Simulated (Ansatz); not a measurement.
# MnF2: the cost of one run

Method: DFT PBE+U (U_eff = 3.9 eV on Mn 3d), scalar-relativistic, plane waves, PAW, in Ansatz 0.2.0.

## Step 1: The structure to begin with

It takes space group P4_2/mnm (No. 136, tetragonal). Conventional cell: a = 4.981 Å, b = 4.981 Å, c = 3.358 Å, α = 90.00°, β = 90.00°, γ = 90.00°. Mn (site symmetry mmm) is surrounded by 6 F at 2.15 to 2.17 Å. F (site symmetry m2m) has 3 Mn at 2.15 to 2.17 Å as nearest neighbours.

As a file:

```xyz
6
Lattice="4.9805 0.0000 0.0000 0.0000 4.9805 0.0000 0.0000 0.0000 3.3582" Properties=species:S:1:pos:R:3 pbc="T T T"
Mn    0.0000    0.0000    0.0000
Mn    2.4903    2.4903    1.6791
F     1.5193    1.5193    0.0000
F     0.9709    4.0096    1.6791
F     3.4612    3.4612    0.0000
F     4.0096    0.9709    1.6791
```

An earlier run at PBE+U (U_eff = 3.9 eV on Mn 3d) left this cell at 13.884 Å³/atom and -0.02 GPa (4×4×6 mesh). The large moments point both ways and cancel.

Volume factors to run: 0.980, 1.020, 0.960, 1.040.

## Step 2: Scaling the volume by 0.980

The input, input.yaml:

```yaml
crystal:
  lattice:
    - [4.9470881113, 3.0e-10, 0.0]
    - [3.0e-10, 4.9470881113, 0.0]
    - [0.0, 0.0, 3.3356700181]
  atoms:
    - { symbol: Mn, position: [0.0, 0.0, 0.0], spin: 4.7 }
    - { symbol: Mn, position: [0.5, 0.5, 0.5], spin: -4.7 }
    - { symbol: F, position: [0.3050554732, 0.3050554732, 0.0] }
    - { symbol: F, position: [0.1949445259, 0.8050554741, 0.5] }
    - { symbol: F, position: [0.6949445268, 0.6949445268, 0.0] }
    - { symbol: F, position: [0.8050554741, 0.1949445259, 0.5] }
basis:
  ecutwfc: 420
  ecutrho_ratio: 4
kpoints:
  mp_grid: { grid: [4, 4, 6] }
hamiltonian:
  xc: pbe
  hubbard:
    sites:
      - { species: Mn, l: d, u_eff: 3.9, starting_ns: start.occupation_matrices }
    ns_hold: { iters: 6 }
scf:
  occupations: { method: gaussian, width: 0.05 }
  lower_state_search: "off"
output:
  forces: true
  stress: true
  eigenvalues: true
  populations: true
magnetization:
  spin_polarized: true
relax:
  f_tol: 0.01
  max_steps: 40
  cell: { stress_tol: 0.1, fix: [volume] }
```

start.occupation_matrices holds the open shells' occupation matrices from the neighbouring geometry.

The run is started by

```
$ ansatz run input.yaml --threads 4 --pin off --max-ram 10240MiB --backend cpu --events-out ev --progress --plain --runs-dir out
```

What time and memory should one allow on 4 threads of Arm Neoverse V1, shared host?

About 19 s, with a peak of 0.55 GiB.
